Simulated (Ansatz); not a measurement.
# GaH3 (triplet): from Hartree-Fock to the top rungs at distance Ga1–H2 = 1.585 Å, cc-pVDZ

One table from this session's results is given with a row withheld; the runs are named, their logs left out.

Program: Ansatz 0.2.0, Gaussian basis. Level of theory: cc-pVDZ, core rule «outside noble gas», up to 14 orbitals frozen. These are calculated values, not measurements.

The runs, in order: UHF; CCSD(T) on ROHF; CCSD(T) on UHF; BCCD(T) on ROHF; CISD; CCSDT(Q) on ROHF; CCSDT(Q) on UHF; CASSCF and MRCISD+Q, 4 electrons in 4 orbitals; CASSCF and NEVPT2, 4 electrons in 4 orbitals; CASSCF and MRCISD+Q, 6 electrons in 7 orbitals; CASSCF and NEVPT2, 6 electrons in 7 orbitals; Full CI.

13 further runs of the same task are left out: 9 that didn't finish, 4 set aside as unsound or not needed.

**The geometry**

The geometry derives from a PBE0/def2-TZVP stationary point (not a proven minimum). One bond is set to the value named and the two fragments are kept rigid. No spin-orbit coupling is included. The filled d shell of Ga may be among the frozen orbitals whatever the setting's name suggests; the logs give the count.

4 atoms, charge 0, spin multiplicity 3.

Atoms are counted from 1 here; the program's logs count them from 0.

Bond lengths: Ga1–H2 1.585 Å, Ga1–H3 1.955 Å, Ga1–H4 1.955 Å, H3–H4 0.811 Å. Angles: H2–Ga1–H3 100.5°, H2–Ga1–H4 100.5°, H3–Ga1–H4 23.9°, Ga1–H3–H4 78.0°, Ga1–H4–H3 78.0°.

Set-up of the first run:

in.yaml

```yaml
crystal:
  periodic: [false, false, false]
  atoms:
    - {symbol: Ga, position_ang: [0.000000, 0.027726, -0.045695]}
    - {symbol: H, position_ang: [0.000000, -1.477599, -0.541473]}
    - {symbol: H, position_ang: [0.405418, -0.220158, 1.851181]}
    - {symbol: H, position_ang: [-0.405418, -0.220158, 1.851181]}
basis:
  gaussian: {orbitals: cc-pVDZ}
magnetization: {spin_polarized: true, initial_magnetization: 2}
hamiltonian: {xc: hf}
output: {orbitals: {seedname: orbitals}}
```

Started as:

```bash
ansatz run in.yaml --threads 1 --pin off --events-out ev --progress --plain --max-ram 2393MiB
```

Steps of the session up to this table: UHF; CCSD(T) on ROHF; CCSD(T) on UHF; BCCD(T) on ROHF; CISD; CCSDT(Q) on ROHF; CCSDT(Q) on UHF; CASSCF and MRCISD+Q, 4 electrons in 4 orbitals; CASSCF and NEVPT2, 4 electrons in 4 orbitals; CASSCF and MRCISD+Q, 6 electrons in 7 orbitals; CASSCF and NEVPT2, 6 electrons in 7 orbitals; Full CI.

One table of the session follows, with a row left open; its other results are not shown here.

| method | from FCI (kcal/mol) |
| --- | --- |
| ROHF | +58.09 |
| UHF | +56.87 |
| RMP2 | +15.14 |
| UMP2 | +14.62 |
| RCCSD | +1.27 |
| UCCSD | +0.93 |
| RCCSD(T) | +0.32 |
| UCCSD(T) | +0.01 |
| BCCD(T) | +0.32 |
| RCCSDT | -0.01 |
| UCCSDT | ? |
| RCCSDT(Q) | -0.03 |
| UCCSDT(Q) | -0.33 |
| CASSCF valence | +31.24 |
| NEVPT2 valence | +10.65 |
| MRCISD valence | +1.22 |
| MRCISD+Q valence | +0.25 |
| FCI | 0 |

Q: Estimate the row for UCCSDT from the others.

As computed: from FCI (kcal/mol): -0.32. In the column «from FCI (kcal/mol)» it lies between UCCSDT(Q) (-0.33) and RCCSDT(Q) (-0.03).

Not comparable, so not listed: CISD (they don't share determinant, frozen orbitals or solution with the rows shown, or repeat one).

To keep in mind: Left out of the table: CASSCF pair, NEVPT2 pair, MRCISD pair, MRCISD+Q pair (the active space lost an orbital or holds another state than full CI finds). UCCSDT, UCCSDT(Q) fall below full CI: unrestricted runs freeze a spin-polarised core, another one than full CI's, and coupled cluster isn't variational. Levels on UHF freeze UHF's core orbitals, full CI those of ROHF, so the U rows can settle a little off it for that reason alone. Restricted and unrestricted rows rest on different reference determinants; where their highest levels disagree by more than a few hundredths of an eV, they describe different states and don't form one ladder. Warnings in the runs' records: passed over end.
